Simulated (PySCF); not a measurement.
# HfNOH: relaxation and vibrations of the singlet

Where does singlet HfNOH go from a PBE0 minimum start, is the end point a minimum, and what are its modes, charges and moments?

Method: PBE0, basis Hf def2-TZVP with ECP60, N def2-TZVP, O def2-TZVP, H def2-TZVP, scalar-relativistic core potentials, no spin–orbit coupling, density fitting; program: PySCF 2.14.0.

## (1) Starting geometry

4 atoms, charge 0, spin multiplicity 1.

Bond lengths: Hf1–N2 1.745 Å, Hf1–O3 1.963 Å, Hf1–H4 2.583 Å, O3–H4 0.959 Å. Angles: N2–Hf1–O3 105.0°, N2–Hf1–H4 86.3°, O3–Hf1–H4 18.7°, Hf1–O3–H4 120.3°, Hf1–H4–O3 41.0°.

Coordinates in bohr (charge 0 multiplicity 1):
```
Hf    0.1083   -0.1244   -0.2852
N     2.4072    0.7048    1.9298
O    -3.1268    0.6963    1.3344
H    -3.1604    1.3985    3.0045
```

## (2) Finding the electronic state

One driver script runs all steps and calls PySCF; scf.py shows how it sets up the SCF of each step. The optimiser is the driver's own. After this first run the driver tries any further starts and a stability analysis.

scf.py

```python
from pyscf import gto, scf, dft
mol = gto.M(atom='''
Hf     0.057300    -0.065823    -0.150910
N      1.273819     0.372989     1.021228
O     -1.654622     0.368459     0.706159
H     -1.672436     0.740066     1.589888''',
    basis={'Hf': 'def2-TZVP', 'N': 'def2-TZVP', 'O': 'def2-TZVP', 'H': 'def2-TZVP'},
    ecp={'Hf': 'def2-TZVP'},
    charge=0, spin=0)
mf = dft.RKS(mol, xc='PBE0')
mf.grids.atom_grid = (50, 194)
aux = {'Hf': 'def2-universal-JKFIT', 'N': 'def2-universal-JKFIT', 'O': 'def2-universal-JKFIT', 'H': 'def2-universal-JKFIT'}
mf = mf.density_fit(auxbasis=aux)
mf.conv_tol = 1e-08
mf.diis_space = 10
mf.max_cycle = 60
mf.init_guess = 'minao'
mf.verbose = 4
mf.kernel()
```

Started as:

```
$ OMP_NUM_THREADS=2 python axn.py task.json out
```

Further steps of the session: PBE0 minimum start, singlet: relaxation; Frequencies.

What does the calculation give? Wanted: minimum; geometry; wavenumbers; dipole moment; highest occupied, lowest empty level; polar-tensor charge of Hf1; zero-point energy; atomisation energy.

The runs gave:

```
                                 quantity                                                                  value
                                  minimum                                                            singlet, Cs
                                 geometry  Hf–N 1.745 Å, Hf–O 1.963 Å, O–H 0.959 Å; H–O–Hf 120.3°, N–Hf–O 105.0°
                       wavenumbers (cm⁻¹)           245 (a'), 588 (a''), 613 (a'), 652 (a'), 942 (a'), 3913 (a')
                            dipole moment                                                                 5.75 D
     highest occupied, lowest empty level                                                        -5.60, -2.93 eV
               polar-tensor charge of Hf1                                                                +1.18 e
                        zero-point energy                                                            41.6 kJ/mol
                      entropy at 298.15 K                                                        289.0 J/(mol K)
atomisation energy (no zero-point energy)                                                            1388 kJ/mol
```

What this shows: The molecule stays Cs, as typed, and the end point is a minimum. The strongest infrared band lies at 613 cm⁻¹ (a'). With 5.7 D the molecule is strongly polar. Other starts or spin states, not run here, may lie lower. With an element this heavy the missing spin–orbit coupling can shift these numbers.
